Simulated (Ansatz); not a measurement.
Crystal: Cu2B.

```
Cu B
1.0
     0.00000    3.28347    3.28347
     3.28347    0.00000    3.28347
     3.28347    3.28347    0.00000
Cu B
4 2
Cartesian
  0.8209 0.8209 0.8209
  0.8209 2.4626 2.4626
  2.4626 2.4626 0.8209
  2.4626 0.8209 2.4626
  3.2835 3.2835 3.2835
  4.9252 4.9252 4.9252
```

The cell was built by a generator and needn't be a form met in nature.

Base run:

| Quantity | Value |
| --- | --- |
| Program | Ansatz 0.2.0 |
| Functional | PBEsol |
| Potentials or basis | Ansatz PAW |
| Cutoff | 420 eV (not typed: the program's choice for these potentials) |
| k mesh | 5 × 5 × 5 |
| Occupations | fermi-dirac, width 0.05 eV |
| Spin | no spin polarisation |
| Hubbard terms | Cu d U = 4 eV |

Its results: band gap on the k mesh none (metal or under the smearing width); pressure -5.0 GPa.

Problem. After a change of settings the same cell gave: band gap on the k mesh none (metal or under the smearing width); pressure -2.7 GPa. Which change was it?
A. hubbard terms from Cu d U = 4 eV to Cu d U = 5 eV
B. hubbard terms from Cu d U = 4 eV to Cu d U = 8 eV
C. hubbard terms from Cu d U = 4 eV to none; hubbard projectors from ortho-atomic (the default) to none

Solution. B.

Caveats: U without spin polarisation on a metal has little footing; the PAW data sets come from PBE, with cores solved anew for the run's functional, which leaves a small shift of forces and pressure; the U is typed as a test and isn't derived for this compound.
